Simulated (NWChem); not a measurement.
# SnNH3Cl2 (SMILES [NH2][SnH]([Cl])[Cl]) at 3 levels

We compute a comparison of 3 runs (HF/STO-3G, HF/3-21G, B3LYP/def2-TZVP) of SnNH3Cl2. 

The calculation is run with NWChem 7.3.0.

### 1 The molecule

SnNH3Cl2 has 7 atoms, charge 0, and is taken as a singlet. SMILES: `[NH2][SnH]([Cl])[Cl]`. Geometry: relaxed at PBE0-D4/def2-TZVP. This is one conformer, not always the lowest.

Bond lengths: N1–Sn2 2.000 Å, Sn2–Cl3 2.312 Å, Sn2–Cl4 2.312 Å, N1–H5 1.012 Å, N1–H6 1.012 Å, Sn2–H7 1.701 Å. Angles: N1–Sn2–Cl3 104.8°, N1–Sn2–Cl4 104.7°, Cl3–Sn2–Cl4 109.6°, N1–Sn2–H7 121.9°, Cl3–Sn2–H7 107.7°, Cl4–Sn2–H7 107.8°, Sn2–N1–H5 114.2°, Sn2–N1–H6 114.1°, H5–N1–H6 109.1°.

### 2 Energy and gradient at HF/STO-3G (run 1)

File cl2h3nsn.nw:

```
start cl2h3nsn
memory stack 880 mb heap 220 mb global 1100 mb
charge 0
geometry noautosym nocenter noautoz
  N     -0.710600     1.087600     0.147900
  Sn     0.397000    -0.559500    -0.094300
  Cl     0.725200    -1.370400     2.045600
  Cl    -0.961000    -2.010500    -1.275400
  H     -0.273600     1.800400     0.717800
  H     -1.026900     1.503500    -0.718600
  H      1.911000    -0.519000    -0.868800
end
basis spherical bse
  * library STO-3G
end
scf
  thresh 1e-08
  maxiter 80
end
task scf gradient
```

On the command line:

```
$ nwchem cl2h3nsn.nw > cl2h3nsn.out
```

What it wrote:

```text
[...]
  functions       =    53
[...]
  wavefunction    = RHF
[...]
         Total SCF energy =  -6928.109168687874
      One-electron energy = -10814.735384886513
      Two-electron energy =   3267.767056529764
 Nuclear repulsion energy =    618.859159668874
        Time for solution =      6.6s
[...]
                         RHF ENERGY GRADIENTS
    atom               coordinates                        gradient
                 x          y          z           x          y          z
   1 N      -1.342839   2.055266   0.279490   -0.016318   0.036217   0.001022
   2 Sn      0.750221  -1.057302  -0.178201   -0.006374  -0.010614   0.005224
   3 Cl      1.370429  -2.589680   3.865623   -0.000288   0.000411   0.001133
   4 Cl     -1.816027  -3.799294  -2.410157   -0.001149   0.000097  -0.000498
   5 H      -0.517029   3.402263   1.356445   -0.001023  -0.013371  -0.003503
   6 H      -1.940560   2.841203  -1.357957    0.004434  -0.011241   0.006810
   7 H       3.611266  -0.980768  -1.641794    0.020719  -0.001498  -0.010189
[...]
```

It took 10 s on 1 thread of Intel Xeon Platinum 8375C at 2.90GHz (Ice Lake), shared host; peak memory 0.098 GiB.

### 3 Energy and gradient at HF/3-21G (run 2)

File cl2h3nsn.nw:

```
start cl2h3nsn
memory total 2200 mb

geometry noautosym nocenter noautoz
N       -0.710600       1.087600       0.147900
Sn       0.397000      -0.559500      -0.094300
Cl       0.725200      -1.370400       2.045600
Cl      -0.961000      -2.010500      -1.275400
H       -0.273600       1.800400       0.717800
H       -1.026900       1.503500      -0.718600
H        1.911000      -0.519000      -0.868800
end

basis spherical bse
* library 3-21G
end

scf
thresh 1e-08
maxiter 80
end

task scf gradient
```

On the command line:

```
$ nwchem cl2h3nsn.nw > cl2h3nsn.out
```

What it wrote:

```text
[...]
  functions       =    72
[...]
  wavefunction    = RHF
[...]
         Total SCF energy =  -6966.870388696358
      One-electron energy = -10846.555440201735
      Two-electron energy =   3260.825891836504
 Nuclear repulsion energy =    618.859159668874
        Time for solution =      8.8s
[...]
                         RHF ENERGY GRADIENTS
    atom               coordinates                        gradient
                 x          y          z           x          y          z
   1 N      -1.342839   2.055266   0.279490   -0.024048  -0.006509   0.013934
   2 Sn      0.750221  -1.057302  -0.178201   -0.002005  -0.023425   0.005300
   3 Cl      1.370429  -2.589680   3.865623   -0.005345   0.011427  -0.027880
   4 Cl     -1.816027  -3.799294  -2.410157    0.016914   0.019847   0.015991
   5 H      -0.517029   3.402263   1.356445    0.009864   0.000001  -0.004542
   6 H      -1.940560   2.841203  -1.357957    0.009368  -0.000211  -0.005479
   7 H       3.611266  -0.980768  -1.641794   -0.004748  -0.001130   0.002676
[...]
```

Wall time 13 s (1 thread of Intel Xeon Platinum 8375C at 2.90GHz (Ice Lake), shared host); peak memory 0.1 GiB.

### 4 Energy and forces at B3LYP/def2-TZVP (core potential) (run 3)

File cl2h3nsn.nw:

```
start cl2h3nsn
memory total 2200 mb
geometry noautosym nocenter noautoz
 N       -0.710600       1.087600       0.147900
 Sn       0.397000      -0.559500      -0.094300
 Cl       0.725200      -1.370400       2.045600
 Cl      -0.961000      -2.010500      -1.275400
 H       -0.273600       1.800400       0.717800
 H       -1.026900       1.503500      -0.718600
 H        1.911000      -0.519000      -0.868800
end
basis spherical bse
 * library def2-TZVP
end
ecp bse
 Sn library def2-TZVP
end
dft
 xc b3lyp
 grid fine
 convergence energy 1e-08
 iterations 100
 mulliken
end
task dft gradient
```

On the command line:

```
$ nwchem cl2h3nsn.nw > cl2h3nsn.out
```

What it wrote:

```text
[...]
          Wavefunction type:  closed shell.
          No. of atoms     :     7
          No. of electrons :    66
[...]
          Charge           :     0
          Spin multiplicity:     1
[...]
          AO basis - number of functions:   173
[...]
              XC Information
              --------------
                         B3LYP Method XC Potential
                     Hartree-Fock (Exact) Exchange  0.200
                        Slater Exchange Functional  0.800 local
                    Becke 1988 Exchange Functional  0.720 non-local
              Lee-Yang-Parr Correlation Functional  0.810
                  VWN I RPA Correlation Functional  0.190 local
[...]
 d= 0,ls=0.0,diis     1  -1191.4150598206 -1.52D+03  9.33D-03  1.46D+00    11.3
[...]
 d= 0,ls=0.0,diis    10  -1191.5063242806 -5.08D-09  2.40D-07  5.14D-09    90.3
         Total DFT energy =    -1191.506324280625
      One electron energy =    -2379.818703460456
           Coulomb energy =      942.227319753210
    Exchange-Corr. energy =      -82.810925777079
 Nuclear repulsion energy =      328.895985203699
[...]
  wavefunction    = closed shell
[...]
```

Run time: 2.1 min. Hardware: 1 thread of Intel Xeon Platinum 8375C at 2.90GHz (Ice Lake), shared host; peak memory 0.15 GiB.

### 5 The series

```
run                             level  iteration cap  module   energy (Eh)  dipole moment (D)  HOMO energy (eV)  LUMO energy (eV)  wall time
  1                         HF/STO-3G             80     scf  -6928.109169               4.92             -9.21              7.23       10 s
  2                          HF/3-21G             80     scf  -6966.870389               5.59            -11.61              2.47       13 s
  3  B3LYP/def2-TZVP (core potential)            100     dft  -1191.506324               3.56             -7.84             -1.68    2.1 min
```

### 6 What came out

| quantity | value |
| --- | --- |
| run 3: total energy | -1191.50632 Eh |
| run 3: dipole moment | 3.56 D |
| run 3: HOMO energy | -7.84 eV |
| run 3: LUMO energy | -1.68 eV |
| run 3: HOMO–LUMO gap | 6.16 eV |
| run 3: largest force on an atom | 0.381 eV/Å |

**Reading.** The dipole moment (its size) runs from 3.56 D (B3LYP/def2-TZVP) to 5.59 D (HF/3-21G). The two ends differ in method and basis and core potential. The HOMO–LUMO gap runs from 6.16 eV (B3LYP/def2-TZVP) to 16.43 eV (HF/STO-3G). Some runs of one species differ in core potentials or relativity; totals across that change don't compare. In run 1 the basis is minimal, so the values are rough. In runs 1, 2 relativity is left out where basis or elements ask for it. All runs together took 2.5 min, the longest 2.1 min.
